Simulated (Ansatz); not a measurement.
# MoN+ (triplet): the correlation ladder, def2-TZVPP

One table from this session's results is given with a row withheld; the runs are named, their logs left out.

Computed with Ansatz 0.2.0, Gaussian basis. Level: def2-TZVPP, core rule «outside noble gas», up to 5 orbitals frozen.

The runs, in order: UHF; ROHF; CCSD(T) on UHF.

2 further runs of the same task are left out: 2 set aside as unsound or not needed.

### The system

The geometry is a PBE0/def2-TZVP stationary point (not a proven minimum) of the parent state, kept for this charge and spin. No spin-orbit coupling is included. Elements past krypton take def2 core potentials.

2 atoms, charge 1, spin multiplicity 3.

Atoms are counted from 1 here; the program's logs count them from 0.

Bond lengths: Mo1–N2 1.602 Å.

The first run:

File in.yaml:

```yaml
crystal:
  periodic: [false, false, false]
  atoms:
    - {symbol: Mo, position_ang: [0.000000, 0.000000, 0.000000]}
    - {symbol: N, position_ang: [0.000000, 0.000000, 1.601800]}
basis:
  gaussian: {orbitals: def2-TZVPP}
total_charge: 1
magnetization: {spin_polarized: true, initial_magnetization: 2}
hamiltonian: {xc: hf}
output: {orbitals: {seedname: orbitals}}
```

The run is started by

```sh
$ ansatz run in.yaml --threads 1 --pin off --events-out ev --progress --plain --max-ram 4096MiB --backend cpu
```

Steps of the session up to this table: UHF; ROHF; CCSD(T) on UHF.

One of the session's tables, all rows but one given; the rest of the session is left out.

| method | from UCCSD(T) (meV) |
| --- | --- |
| ROHF | +10865.4 |
| UHF | ? |
| UMP2 | +1476.9 |
| UCCSD | +582.9 |
| UCCSD(T) | 0 |

Estimate the missing values for UHF.

**Answer.** from UCCSD(T) (meV): +9788.6. In the column «from UCCSD(T) (meV)» it lies between UMP2 (+1476.9) and ROHF (+10865.4).

The program flags UCCSD(T) as in doubt (see the logs), so the zero of the table is itself unsure.

Limits of these values: The determinant is far from a pure spin state, so its energy mixes those of several spin states (harmless only where they are near-degenerate, as at dissociation). The program flags UCCSD(T) as in doubt, so the zero of the table is itself unsure.
